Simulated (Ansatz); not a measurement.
# C2HClFIn: ionisation energy by level of theory

One table from this session's results is given with a row withheld; the runs are named, their logs left out.

The runs use Ansatz 0.2.0, Gaussian basis; unrestricted cation, the program's frozen cores in correlated methods.

The runs, in order: UKS PBE-D4/def2-TZVPP; UKS r2SCAN-D4/def2-TZVPP; UKS PBE0-D4/def2-TZVPP; UKS B3LYP-D4/def2-TZVPP; UKS wB97X-V/def2-TZVPP; UKS wB97M-V/def2-TZVPP; UKS B2PLYP/def2-TZVPP; UHF-CCSD(T)/def2-TZVPP; UHF-MP2/def2-QZVPP; extrapolation to the limit; then −ε(HOMO) from the neutral's earlier runs with LDA (SPW92), PBE-D4, revPBE-D4, BLYP-D4, r2SCAN-D4, B97M-V, PBE0-D4, B3LYP-D4, r2SCANh-D4, r2SCAN0-D4, HSE06-D4, BHLYP-D4, CAM-B3LYP-D4, LC-ωPBE, ωB97X-V, ωB97M-V.

## The geometry

All runs share one geometry, relaxed beforehand with PBE0-D4 in a triple-zeta def2 set. In takes the def2 core potential; no spin-orbit term is included.

SMILES `C#[C][In]([F])[Cl]`, 6 atoms, charge 0, spin multiplicity 1.

Atoms are counted from 1 here; the program's logs count them from 0.

Bond lengths: C1–C2 1.206 Å, C1–H6 1.067 Å, C2–In3 2.048 Å, In3–F4 1.933 Å, In3–Cl5 2.293 Å. Angles: C2–C1–H6 179.8°, C1–C2–In3 179.4°, C2–In3–F4 120.7°, C2–In3–Cl5 127.6°, F4–In3–Cl5 111.7°.

The first run:

The input, in.yaml:

```yaml
crystal:
  periodic: [false, false, false]
  atoms:
    - {symbol: C, position_ang: [1.088289, 0.340342, 1.700771]}
    - {symbol: C, position_ang: [0.438877, 0.120069, 0.708687]}
    - {symbol: In, position_ang: [-0.655837, -0.235726, -0.984702]}
    - {symbol: F, position_ang: [-1.773649, -1.806590, -1.123714]}
    - {symbol: Cl, position_ang: [-0.759172, 1.049481, -2.880924]}
    - {symbol: H, position_ang: [1.661502, 0.532424, 2.579872]}
basis:
  gaussian: {orbitals: def2-TZVPP}
total_charge: 1
magnetization: {spin_polarized: true, initial_magnetization: 1}
hamiltonian: {xc: pbe, dispersion: d4}
```

Run with:

```console
> ansatz run in.yaml --threads 2 --pin off --events-out ev --progress --plain --max-ram 32768MiB --backend cpu
```

Among the steps run: Cation, UKS PBE-D4/def2-TZVPP; Cation, UKS r2SCAN-D4/def2-TZVPP; Cation, UKS PBE0-D4/def2-TZVPP; Cation, UKS B3LYP-D4/def2-TZVPP; Cation, UKS wB97X-V/def2-TZVPP; Cation, UKS wB97M-V/def2-TZVPP; Cation, UKS B2PLYP (frozen core)/def2-TZVPP; Cation, UHF-CCSD(T)/def2-TZVPP; Cation, UHF-MP2/def2-QZVPP.

One of the session's tables, all rows but one given; the rest of the session is left out.

Orbital estimates, from the neutral's runs:

| functional | −ε(HOMO) (eV) |
| --- | --- |
| LDA (SPW92) | 7.94 |
| PBE-D4 | 7.71 |
| revPBE-D4 | 7.62 |
| BLYP-D4 | 7.53 |
| r2SCAN-D4 | 7.96 |
| B97M-V | 7.90 |
| PBE0-D4 | 8.96 |
| B3LYP-D4 | 8.69 |
| r2SCANh-D4 | 8.43 |
| r2SCAN0-D4 | 9.14 |
| HSE06-D4 | 8.55 |
| BHLYP-D4 | 10.02 |
| CAM-B3LYP-D4 | 10.33 |
| LC-ωPBE | 11.80 |
| ωB97X-V | ? |
| ωB97M-V | 11.23 |

**Question.** Estimate the row for ωB97X-V.

**Answer.** −ε(HOMO) (eV): 11.36. In the column «−ε(HOMO) (eV)» it lies between ωB97M-V (11.23) and LC-ωPBE (11.80).
